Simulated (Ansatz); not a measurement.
# GeH₃O (doublet): wave-function methods side by side at a displaced geometry (v1), cc-pVDZ

How much of the correlation energy of GeH₃O (doublet) does each wave-function method recover here?

The runs use Ansatz 0.2.0, Gaussian basis; cc-pVDZ, core rule «outside noble gas», up to 15 orbitals frozen.

To be run: UHF; CCSD(T) on ROHF; CCSD(T) on UHF; BCCD(T) on ROHF; CISD; CCSDT(Q) on ROHF; CCSDT(Q) on UHF.

22 further runs of the same task are left out: 8 that didn't finish, 14 set aside as unsound or not needed.

### Step 1. The geometry

The geometry is a PBE0/def2-TZVP stationary point (not a proven minimum) with its atoms shifted at random (size 0.040 Å). No spin-orbit coupling is included. The filled d shell of Ge may be among the frozen orbitals whatever the setting's name suggests; the logs give the count.

5 atoms, charge 0, spin multiplicity 2.

Atoms are counted from 1 here; the program's logs count them from 0.

Bond lengths: Ge1–O2 1.796 Å, Ge1–H3 1.532 Å, Ge1–H4 1.498 Å, O2–H5 1.002 Å. Angles: O2–Ge1–H3 106.5°, O2–Ge1–H4 103.9°, H3–Ge1–H4 112.2°, Ge1–O2–H5 115.8°.

Coordinates:

```xyz
5

Ge   -0.0342   -0.0117    0.3276
O     0.0808    0.0960   -1.4614
H     0.7995   -1.2269    0.7456
H     0.5647    1.2757    0.8057
H    -0.1841   -0.7283   -1.9652
```

### Step 2. UHF

in.yaml

```yaml
crystal:
  periodic: [false, false, false]
  atoms:
    - {symbol: Ge, position_ang: [-0.034180, -0.011712, 0.327618]}
    - {symbol: O, position_ang: [0.080838, 0.095981, -1.461367]}
    - {symbol: H, position_ang: [0.799498, -1.226866, 0.745584]}
    - {symbol: H, position_ang: [0.564723, 1.275696, 0.805703]}
    - {symbol: H, position_ang: [-0.184092, -0.728329, -1.965178]}
basis:
  gaussian: {orbitals: cc-pVDZ}
magnetization: {spin_polarized: true, initial_magnetization: 1}
hamiltonian: {xc: hf}
output: {orbitals: {seedname: orbitals}}
```

Command:

```bash
ansatz run in.yaml --threads 1 --pin off --events-out ev --progress --plain --max-ram 2393MiB
```

After this run come: CCSD(T) on ROHF; CCSD(T) on UHF; BCCD(T) on ROHF; CISD; CCSDT(Q) on ROHF; CCSDT(Q) on UHF.

**Question.** What will the summary of the whole plan be? Wanted: UCCSDT(Q) below the RHF energy; RMP2 from UCCSDT(Q); UMP2 from UCCSDT(Q); RCCSD from UCCSDT(Q); RCCSD(T) from UCCSDT(Q); UCCSD(T) from UCCSDT(Q); RCCSDT(Q) from UCCSDT(Q); T1 diagnostic.

**Answer**, as computed:

| quantity | value |
| --- | --- |
| UCCSDT(Q) below the RHF energy | -8.4090 eV |
| RMP2 from UCCSDT(Q) | +838.3 meV |
| UMP2 from UCCSDT(Q) | +829.9 meV |
| RCCSD from UCCSDT(Q) | +224.8 meV |
| RCCSD(T) from UCCSDT(Q) | +44.4 meV |
| UCCSD(T) from UCCSDT(Q) | +41.1 meV |
| RCCSDT(Q) from UCCSDT(Q) | +5.5 meV |
| levels within 1 kcal/mol (43 meV) | UCCSD(T), BCCD(T), RCCSDT, UCCSDT, RCCSDT(Q) |
| T1 diagnostic | 0.021 |

What this shows: RCCSD(T) misses by +44.4 meV, 0.5 % of the correlation energy. These misses are within one basis, not against nature; the frozen cores of restricted and unrestricted runs differ, which can shift their rows.
